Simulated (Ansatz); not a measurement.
# The N atom: HSE06 and PBE0 against PBE

Aim: see what exact exchange does to the levels and moments, and what it costs. PBE is run first for comparison.

Computed with Ansatz 0.2.0 (DFT, plane waves (420 eV) with PBE-made PAW files, scalar-relativistic; functionals as named at each step, unless a step says otherwise).

**1. Starting point**

The box measures 14.0 × 14.4 × 14.8 Å; its three sides differ, so that it imposes no cubic symmetry.

As a file:

```
N
1.0
    14.00000    0.00000    0.00000
     0.00000   14.40000    0.00000
     0.00000    0.00000   14.80000
N
1
Direct
  0.50000 0.50000 0.50000
```

**2. PBE single point**

The run with PBE.

input.yaml

```yaml
crystal:
  lattice:
    - [14.0, 0.0, 0.0]
    - [0.0, 14.4, 0.0]
    - [0.0, 0.0, 14.8]
  atoms:
    - { symbol: "N", position: [0.5, 0.5, 0.5], spin: 3.0 }
  symmetry: { detect: false, time_reversal: true }
hamiltonian:
  xc: pbe
  pseudopotentials:
    kind: paw
    azcp:
      "N": "pseudopotentials/N.paw.azcp"
basis:
  ecutwfc: 420
  fft_grid_basis: typed
kpoints:
  mp_grid: { grid: [1, 1, 1], shift: [0, 0, 0] }
magnetization:
  spin_polarized: true
scf:
  occupations: { method: fermi_dirac, width: 0.01 }
```

Started as:

```
> ansatz run input.yaml --threads 4 --pin off --max-ram 10240MiB --backend cpu --events-out ev --progress --plain --runs-dir out
```

**3. HSE06**

The run with HSE06.

Edit input.yaml of step 2 so:

```diff
@@ -9,3 +9,3 @@
 hamiltonian:
-  xc: pbe
+  xc: hse06
   pseudopotentials:
```

**4. PBE0 single point**

The run with PBE0.

Edit input.yaml of step 3 so:

```diff
@@ -9,3 +9,3 @@
 hamiltonian:
-  xc: hse06
+  xc: pbe0
   pseudopotentials:
```

(Steps that only read results are left out.)

**Question.** What will these runs give? Wanted: PBE: gap; PBE: magnetic state; HSE06: gap; HSE06: magnetic state; PBE0: gap; PBE0: magnetic state; HSE06: above the element's usual form.

**Answer**, as computed:

| quantity | value |
| --- | --- |
| PBE: gap | 4.17 eV |
| PBE: magnetic state | total moment 3.00 μB |
| HSE06: gap | 7.05 eV |
| HSE06: magnetic state | total moment 3.00 μB |
| HSE06: SCF cycles, exchange loops | 14, 2 |
| HSE06: CPU time over that of PBE | 0.73 |
| PBE0: gap | 7.86 eV |
| PBE0: magnetic state | total moment 3.00 μB |
| PBE0: SCF cycles, exchange loops | 15, 2 |
| PBE0: CPU time over that of PBE | 0.7 |
| HSE06: above the element's usual form (N2 molecule) | 4.90 eV/atom |

In words: Exact exchange widens the gap from 4.17 eV (PBE) to 7.05 eV (HSE06). HSE06 took less CPU time than PBE here, which is no rule: the PBE run spent more cycles, searches or output. PBE0 gives a gap of 7.86 eV. HSE06 needed 2 outer loops of the exchange operator. The atom lies 4.90 eV above the element's usual form under HSE06 (from a run of its own). The total energies in the logs cannot be compared from one functional to another.
